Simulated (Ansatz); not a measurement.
# GaH3OSe: small, medium and large basis sets

One table from this session's results is given with a row withheld; the runs are named, their logs left out.

Computed with Ansatz 0.2.0, Gaussian basis. Level: one geometry, several basis sets.

Plan: PBE0-D4/def2-SVP; ωB97M-V/def2-SVP; PBE0-D4/def2-QZVPP; ωB97M-V/def2-QZVPP; the functionals' def2-TZVPP values are taken from earlier runs.

## The geometry

All runs share one geometry, relaxed beforehand with PBE0-D4 in a triple-zeta def2 set.

SMILES `[OH][GaH][SeH]`, 6 atoms, charge 0, spin multiplicity 1.

Atoms are counted from 1 here; the program's logs count them from 0.

Bond lengths: O1–Ga2 1.782 Å, O1–H4 0.959 Å, Ga2–Se3 2.328 Å, Ga2–H5 1.550 Å, Se3–H6 1.469 Å. Angles: Ga2–O1–H4 114.9°, O1–Ga2–Se3 119.4°, O1–Ga2–H5 118.2°, Se3–Ga2–H5 122.4°, Ga2–Se3–H6 93.1°.

The first run:

Contents of in.yaml:

```yaml
crystal:
  periodic: [false, false, false]
  atoms:
    - {symbol: O, position_ang: [-0.993187, -1.235105, 0.178177]}
    - {symbol: Ga, position_ang: [0.020494, -0.150485, -0.807364]}
    - {symbol: Se, position_ang: [1.211531, 1.558049, 0.233446]}
    - {symbol: H, position_ang: [-0.988605, -1.047062, 1.118650]}
    - {symbol: H, position_ang: [0.072741, -0.385970, -2.338381]}
    - {symbol: H, position_ang: [0.719228, 1.196573, 1.569372]}
basis:
  gaussian: {orbitals: def2-SVP}
hamiltonian: {xc: pbe0, dispersion: d4}
output: {orbitals: {seedname: orbitals}}
```

Steps of the session up to this table: PBE0-D4 in def2-SVP; ωB97M-V in def2-SVP; PBE0-D4 in def2-QZVPP; ωB97M-V in def2-QZVPP.

One table of the session follows, with a row left open; its other results are not shown here.

It belongs to the step «Density functionals: the series». 

| functional | basis | HOMO (eV) |
| --- | --- | --- |
| PBE0-D4 | def2-SVP | ? |
| PBE0-D4 | def2-TZVPP | -7.41 |
| PBE0-D4 | def2-QZVPP | -7.43 |
| ωB97M-V | def2-SVP | -9.40 |
| ωB97M-V | def2-TZVPP | -9.55 |
| ωB97M-V | def2-QZVPP | -9.57 |

Q: Estimate the row for PBE0-D4, def2-SVP from the others.

The run gave: HOMO (eV): -7.28. In the column «HOMO (eV)» it is the highest.
